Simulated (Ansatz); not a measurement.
**[SiF5]− (SMILES F[Si-](F)(F)(F)F) at B3LYP/6-31G(d) (Cartesian functions)**

What is the vertical ionisation energy of [SiF5]− at B3LYP/6-31G* (Cartesian functions)? 

The calculation is run with Ansatz 0.2.0.

16 further runs of the same task are left out: 14 that didn't finish, 2 set aside as unsound or not needed. Runs told in other sessions of the task aren't counted.

### 1 The structure to begin with

[SiF5]−: 6 atoms, total charge -1, spin state singlet. As SMILES, `F[Si-](F)(F)(F)F`. The shape is that of a PBE0-D4/def2-TZVPD optimisation.

Bond lengths: F1–Si2 1.669 Å, Si2–F3 1.628 Å, Si2–F4 1.628 Å, Si2–F5 1.669 Å, Si2–F6 1.627 Å. Angles: F1–Si2–F3 90.0°, F1–Si2–F4 90.0°, F1–Si2–F5 180.0°, F1–Si2–F6 90.0°, F3–Si2–F4 120.0°, F3–Si2–F5 90.0°, F3–Si2–F6 120.0°, F4–Si2–F5 90.0°, F4–Si2–F6 120.0°, F5–Si2–F6 90.0°.

### 2 A single-point energy at B3LYP/6-31G(d) (Cartesian functions)

job.yaml

```yaml
crystal:
  periodic: [false, false, false]
  atoms:
    - {symbol: F, position_ang: [-0.716900, -1.106000, 1.023500]}
    - {symbol: Si, position_ang: [-0.000000, -0.000000, -0.000000]}
    - {symbol: F, position_ang: [-1.466700, 0.583500, -0.396400]}
    - {symbol: F, position_ang: [0.651500, -1.218400, -0.860200]}
    - {symbol: F, position_ang: [0.716500, 1.105800, -1.024000]}
    - {symbol: F, position_ang: [0.815500, 0.635100, 1.257000]}
basis:
  gaussian: {orbitals: "6-31G*"}
hamiltonian: {xc: {name: B3LYP}}
total_charge: -1
output: {orbitals: {seedname: orbitals}}
accuracy: high
```

Started as:

```bash
$ ansatz run job.yaml --threads 1 --pin off --max-ram 3480MiB --events-out events.jsonl --progress --plain --runs-dir runs
```

The log of the run:

```text
Warning: RAYON_NUM_THREADS=1 ignored (pool sized by the plan → 1); use --threads N
Functional definition: B3LYP
  name "B3LYP"
  parameter a0 = 0.2
  parameter ax = 0.72
  parameter ac = 0.81
  exchange = (1 - a0 - ax)*slater_x + ax*b88_x + a0*exact_x
  correlation = (1 - ac)*vwn_rpa_c + ac*lyp_c
1975 factors; integrals over basis functions are off by at most 3.4e-9 eV
mean field evaluation 1: about -21469.2965 eV, gradient 3.3e1 eV
mean field evaluation 2: about -21468.1091 eV, gradient 4.5e1 eV
mean field evaluation 4: about -21470.9675 eV, gradient 4.1e-1 eV
mean field evaluation 8: about -21471.0557 eV, gradient 4.0e-3 eV
mean field evaluation 16: about -21471.0557 eV, gradient 3.6e-7 eV
mean field -21471.05569762 eV, -789.0467432832 hartree, gradient 9.0e-8 eV, S^2 0.000000; 0 other end points of the search recorded, 0 dependent functions left out
reference -21471.05573417 eV, -789.0467446266 hartree; 30, 30 occupied and 64, 64 virtual orbitals, 1975 factors
Total energy: -21471.05573417 eV, -789.0467446266 hartree
```

It took 9.3 s on 1 thread of Arm Neoverse V1, shared host; peak memory 0.33 GiB.

### 3 Doublet neutral SiF5

molecule.yaml

```yaml
basis:
  gaussian:
    orbitals: "6-31G*"
crystal:
  periodic: [false, false, false]
  atoms:
    - {symbol: F, position_ang: [-0.716900, -1.106000, 1.023500]}
    - {symbol: Si, position_ang: [-0.000000, -0.000000, -0.000000]}
    - {symbol: F, position_ang: [-1.466700, 0.583500, -0.396400]}
    - {symbol: F, position_ang: [0.651500, -1.218400, -0.860200]}
    - {symbol: F, position_ang: [0.716500, 1.105800, -1.024000]}
    - {symbol: F, position_ang: [0.815500, 0.635100, 1.257000]}
accuracy: high
magnetization:
  spin_polarized: true
  initial_magnetization: 1
hamiltonian:
  xc: {name: B3LYP}
output: {orbitals: {seedname: orbitals}}
```

Started as:

```bash
$ ansatz run molecule.yaml --threads 1 --pin off --max-ram 3480MiB --events-out events.jsonl --progress --plain --runs-dir runs
```

The log of the run:

```text
Warning: RAYON_NUM_THREADS=1 ignored (pool sized by the plan → 1); use --threads N
Functional definition: B3LYP
  name "B3LYP"
  parameter a0 = 0.2
  parameter ax = 0.72
  parameter ac = 0.81
  exchange = (1 - a0 - ax)*slater_x + ax*b88_x + a0*exact_x
  correlation = (1 - ac)*vwn_rpa_c + ac*lyp_c
1974 factors; integrals over basis functions are off by at most 3.4e-9 eV
mean field evaluation 1: about -21460.9273 eV, gradient 3.4e1 eV
mean field evaluation 2: about -21450.6649 eV, gradient 6.3e1 eV
mean field evaluation 4: about -21464.1587 eV, gradient 6.1e0 eV
mean field evaluation 8: about -21464.3108 eV, gradient 4.0e-1 eV
mean field evaluation 16: about -21464.4043 eV, gradient 3.1e-2 eV
mean field evaluation 32: about -21464.4042 eV, gradient 6.6e-2 eV
mean field evaluation 64: about -21463.4097 eV, gradient 1.0e1 eV
mean field -21464.40430258 eV, -788.8023090240 hartree, gradient 3.8e-8 eV, S^2 0.753477; 7 other end points of the search recorded, 0 dependent functions left out
reference -21464.40433811 eV, -788.8023103297 hartree; 30, 29 occupied and 64, 65 virtual orbitals, 1974 factors
Total energy: -21464.40433811 eV, -788.8023103297 hartree
```

It took 58 s on 1 thread of Arm Neoverse V1, shared host; peak memory 0.49 GiB.

### 4 What came out

At B3LYP/6-31G* (Cartesian functions):

```
                                                              quantity          value
                                         singlet [SiF5]−: total energy  -789.04674 Eh
                                          singlet [SiF5]−: HOMO energy       -3.71 eV
                                          singlet [SiF5]−: LUMO energy        7.46 eV
singlet [SiF5]−: HOMO–LUMO gap (to an unbound level, set by the basis)       11.18 eV
                                    doublet neutral SiF5: total energy  -788.80231 Eh
              doublet neutral SiF5: HOMO energy (highest over α and β)      -11.07 eV
               doublet neutral SiF5: LUMO energy (lowest over α and β)       -9.57 eV
                                            doublet neutral SiF5: ⟨S²⟩          0.753
                   vertical detachment energy (to the doublet neutral)       6.651 eV
```

What this shows: The vertical ionisation energy comes to 6.65 eV (153 kcal/mol). −ε(HOMO) before ionisation, 3.71 eV, is 2.94 eV below this ionisation energy.
